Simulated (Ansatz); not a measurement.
# Ga3PN2: how the settings move a single-point run

How sensitive is a single-point run of Ga3PN2 to its settings? A reference run comes first, then one run with altered input. The cell is built on a prototype (ordering on zincblende) and needn't be the phase found in nature.

Program: Ansatz 0.2.0. Level of theory: reference: DFT, HSE06, plane waves, PAW. These are calculated values, not measurements.

### 1 The starting structure

Symmetry: P3m1, No. 156, trigonal system. The conventional cell has a = 3.396 Å, b = 3.396 Å, c = 8.445 Å, α = 90.00°, β = 90.00°, γ = 120.00°. N (site symmetry 3m) has 4 Ga at 1.95 to 2.04 Å as nearest neighbours. Around N (site symmetry 3m) lie 4 Ga at 1.95 to 2.05 Å. P (site symmetry 3m) is surrounded by 4 Ga at 2.22 to 2.34 Å. Ga (site symmetry 3m) has 4 N at 1.95 to 2.04 Å as nearest neighbours. Ga (site symmetry 3m) has 3 N at 2.05 Å and 1 P at 2.34 Å as nearest neighbours. Ga (site symmetry 3m) has 1 N at 1.95 Å and 3 P at 2.22 Å as nearest neighbours.

As a file:

```cif
data_structure
_symmetry_space_group_name_H-M 'P 1'
_symmetry_Int_Tables_number 1
_cell_length_a 3.3963
_cell_length_b 3.3963
_cell_length_c 8.4453
_cell_angle_alpha 90.000
_cell_angle_beta 90.000
_cell_angle_gamma 120.000
_cell_volume 84.37
loop_
_atom_site_label
_atom_site_type_symbol
_atom_site_fract_x
_atom_site_fract_y
_atom_site_fract_z
_atom_site_occupancy
N1 N 0.00000 0.00000 0.01661 1
N2 N 0.33333 0.66667 0.31546 1
P1 P 0.66667 0.33333 0.66234 1
Ga1 Ga 0.33333 0.66667 0.08453 1
Ga2 Ga 0.66667 0.33333 0.38526 1
Ga3 Ga 0.00000 0.00000 0.78580 1
```

### 2 Baseline

Contents of input.yaml:

```yaml
crystal:
  lattice:
    - [3.39634615, 0.0, 0.0]
    - [-1.698173075, 2.9413220459, 0.0]
    - [0.0, 0.0, 8.4453061272]
  atoms:
    - { symbol: "N", position: [0.0, 0.0, 0.0166058596] }
    - { symbol: "N", position: [0.3333333333, 0.6666666667, 0.3154627356] }
    - { symbol: P, position: [0.6666666667, 0.3333333333, 0.6623394877] }
    - { symbol: Ga, position: [0.3333333333, 0.6666666667, 0.0845341112] }
    - { symbol: Ga, position: [0.6666666667, 0.3333333333, 0.3852571604] }
    - { symbol: Ga, position: [0.0, 0.0, 0.7858006454] }
kpoints:
  mp_grid: { grid: [6, 6, 2] }
hamiltonian:
  xc: hse06
scf:
  occupations: { method: fermi_dirac, width: 0.02 }
  n_extra_bands: 5
output:
  forces: true
  stress: true
  eigenvalues: true
  write_density: true
  write_potential: true
  elf: true
  volumetric_format: npy
```

Started as:

```bash
$ ansatz run input.yaml --threads 4 --pin off --max-ram 4608MiB --backend cpu --events-out ev --progress --plain --runs-dir out
```

Standard output (excerpt; [...] marks lines left out):

```text
Warning: output.stress: scf.convergence.dr2_threshold = 1e-7 eV (the SCF's general default) is looser than the 6e-10 eV advised for a printed stress (1e-10 eV for each atom of the cell: 6). What an SCF threshold leaves in a stress goes as its square root, and in the free energy as the [...]
Warning: output.stress: scf.exx.energy_threshold = 1e-6 eV is looser than the 6e-8 eV advised for a stress under a hybrid functional (1e-8 eV for each atom of the cell: 6). Every SCF of the exchange loop can meet its threshold on dr2 while the loop round them stops early: no threshold on [...]
Warning: RAYON_NUM_THREADS=4 ignored (pool sized by the plan → 4); use --threads N
scf.n_extra_bands = 5 over 27 filled bands (N_el = 54.0): the run solves 32 bands
[...]
Pseudopotentials: kind: paw
Pseudopotential: N, paw, valence charge 5, recommended cutoff 420 eV (normal), N.paw.azcp
Pseudopotential: P, paw, valence charge 5, recommended cutoff 420 eV (normal), P.paw.azcp
Pseudopotential: Ga, paw, valence charge 13, recommended cutoff 420 eV (normal), Ga.paw.azcp
Functional definition: HSE06
[...]
Crystal: 6 atoms, lattice volume = 84.366 Å³
Basis set: ecut = 420 eV, 1661 PW (Γ), exchange–correlation on 48×48×120 points (8 copies of the dense FFT grid, shifted against one another)
Bands: 32, of which v1, the nominal top of the filled ones, is band 27 counted from 1 (26 counted from 0)
Symmetry: 6 space group operations
Space group: P3m1 (ITA 156), of the structure as read, at distance tolerance 4.4e-5 Å
k-points: 14 of 72 (time reversal used)
[...]
SCF iter   1: F=—  HF=-12873.943709 eV  |F-HF|=—  |Δ(HF+E_count)|=         —  Δρ=3.70e-3  dr2=4.29e-2  ethr=1.77e-3  ⟨swp⟩=10.6  Hψ=2092  notcnv=0
[...]
Frozen-core exchange: fock
[...]
SCF 2 stopped early in 6 iterations: F = -12875.780826 eV  dr2 = 3.50e-6
[...]
hybrid outer 1: dexx = +2.983e-2 eV, tail = 9.29e-5 eV
[...]
Frozen-core exchange: fock
[...]
SCF iter   6: F=-12875.780040 eV  HF=-12875.780040 eV  |F-HF|=1.30e-9  |Δ(HF+E_count)|=   3.33e-9  Δρ=1.42e-6  dr2=1.88e-9  ethr=2.60e-11  ⟨swp⟩=4.4  Hψ=1057  notcnv=0  defer=6
[...]
hybrid outer 2: dexx = +2.342e-6 eV, tail = 5.03e-8 eV, Δε = 3.19e-3 eV (about 8.21e-5 eV left of the loop's levels), ΔF = 3.97e-3 eV/Å (tail 7.17e-4)
hybrid SCF converged: 2 outer / 12 inner (+14 warm-up), last move |dexx| = 2.34e-6 eV, tail = 5.03e-8 eV
Stability not checked: this state was not tested for a lower state beside it, because the functional holds exact exchange (a hybrid, or Hartree-Fock), whose exchange loop this test does not read (fock_operator; see scf.lower_state_search)
Free energy (F): -12875.780039 eV
Frozen-core exchange: fock
[...]
E sigma→0 (E₀):  -12875.779449 eV
Entropy (-TS):   -0.001181 eV (-0.197 meV/atom)
Fermi energy:    10.178912 eV
[...]
--- Forces (eV/Å), atoms counted from 1 ---
  atom   1  N     -0.00000000    -0.00000000    -0.00849410
  atom   2  N      0.00000000    -0.00000000    -0.00086076
  atom   3  P      0.00000000    -0.00000000    -0.06727148
  atom   4  Ga     0.00000000     0.00000000     0.01651056
  atom   5  Ga     0.00000000     0.00000000    -0.05439152
  atom   6  Ga     0.00000000     0.00000000     0.11421905
[...]
--- Stress (GPa, compression-positive) ---
        0.157839      -0.000000       0.000000
        0.000000       0.157839      -0.000000
        0.000000       0.000000       0.387392
  P = ⅓ Tr σ = 0.2344 GPa (2.344 kbar)
--- Band table (eV; the first three rows and the last of 14) ---
[...]
```

Run time: 54 s. Hardware: 4 threads of Arm Neoverse N1, shared host; peak memory 1.5 GiB.

### 3 Variant: dr2_threshold 1.0e-12

Changes to input.yaml since step 2:

```diff
@@ -19,2 +19,4 @@
   n_extra_bands: 5
+  convergence: { dr2_threshold: 1.0e-12 }
+  max_iter: 99
 output:
@@ -23,5 +25 @@
   eigenvalues: true
-  write_density: true
-  write_potential: true
-  elf: true
-  volumetric_format: npy
```

Started as:

```bash
$ ansatz run input.yaml --threads 4 --pin off --max-ram 4608MiB --backend cpu --events-out ev --progress --plain --runs-dir out
```

Standard output (excerpt; [...] marks lines left out):

```text
Warning: output.stress: scf.exx.energy_threshold = 1e-6 eV is looser than the 6e-8 eV advised for a stress under a hybrid functional (1e-8 eV for each atom of the cell: 6). Every SCF of the exchange loop can meet its threshold on dr2 while the loop round them stops early: no threshold on [...]
Warning: RAYON_NUM_THREADS=4 ignored (pool sized by the plan → 4); use --threads N
scf.n_extra_bands = 5 over 27 filled bands (N_el = 54.0): the run solves 32 bands
[...]
[... 5 set-up lines as earlier in the session ...]
[...]
Crystal: 6 atoms, lattice volume = 84.366 Å³
Basis set: ecut = 420 eV, 1661 PW (Γ), exchange–correlation on 48×48×120 points (8 copies of the dense FFT grid, shifted against one another)
[...]
hybrid SCF converged: 2 outer / 18 inner (+17 warm-up), last move |dexx| = 2.34e-6 eV, tail = 4.57e-8 eV
Stability not checked: this state was not tested for a lower state beside it, because the functional holds exact exchange (a hybrid, or Hartree-Fock), whose exchange loop this test does not read (fock_operator; see scf.lower_state_search)
Free energy (F): -12875.780039 eV
Frozen-core exchange: fock
[...]
E sigma→0 (E₀):  -12875.779449 eV
Entropy (-TS):   -0.001181 eV (-0.197 meV/atom)
Fermi energy:    10.178885 eV
[...]
--- Forces (eV/Å), atoms counted from 1 ---
  atom   1  N     -0.00000000    -0.00000000    -0.00849053
  atom   2  N      0.00000000    -0.00000000    -0.00080163
  atom   3  P      0.00000000    -0.00000000    -0.06728021
  atom   4  Ga     0.00000000     0.00000000     0.01651001
  atom   5  Ga     0.00000000     0.00000000    -0.05439738
  atom   6  Ga     0.00000000     0.00000000     0.11421343
[...]
--- Stress (GPa, compression-positive) ---
        0.158177       0.000000       0.000000
        0.000000       0.158177      -0.000000
        0.000000      -0.000000       0.387851
  P = ⅓ Tr σ = 0.2347 GPa (2.347 kbar)
--- Band table (eV; the first three rows and the last of 14) ---
[...]
```

It took 54 s on 4 threads of Arm Neoverse N1, shared host; peak memory 1.5 GiB.

With the changed convergence setting the energy agrees within 0.5 meV/atom.

### 4 Comparison

| run | ending | energy change | pressure (GPa) | gap (eV) | force (eV/Å) | cycles | time |
| --- | --- | --- | --- | --- | --- | --- | --- |
| reference | converged | 0 | 0.2 | 0.00 | 0.11 | 26 | 54 s |
| 1: dr2_threshold 1.0e-12 | converged | 0.0 meV/atom | 0.2 | 0.00 | 0.11 | 35 | 54 s |

Times don't compare one to one where runs were asked for different outputs or read a saved state (see the inputs); cycles may leave out searches for a lower state.

Residual by cycle in the longest SCF loop of each run; runs are numbered as in the table. The quantity is the density residual dr2, in eV.

| cycle | reference | run 1 |
| --- | --- | --- |
| 1 | 0.0429 | 0.0429 |
| 2 | 0.00366 | 0.00366 |
| 4 | 5.7e-4 | 5.7e-4 |
| 5 | 4.2e-5 | 4.2e-5 |
| 7 | 5.3e-6 | 5.3e-6 |
| 8 | 7.2e-7 | 7.2e-7 |
| 10 | 3.9e-8 | 3.9e-8 |
| 11 | 1.5e-8 | 1.5e-8 |
| 13 | 1.2e-9 | 1.2e-9 |
| 14 | 1.7e-10 | 1.7e-10 |
| 16 | - | 1.1e-11 |
| 17 | - | 8.7e-13 |

**Reading.** Same state: the changed convergence setting leaves the energy within 0.5 meV/atom.
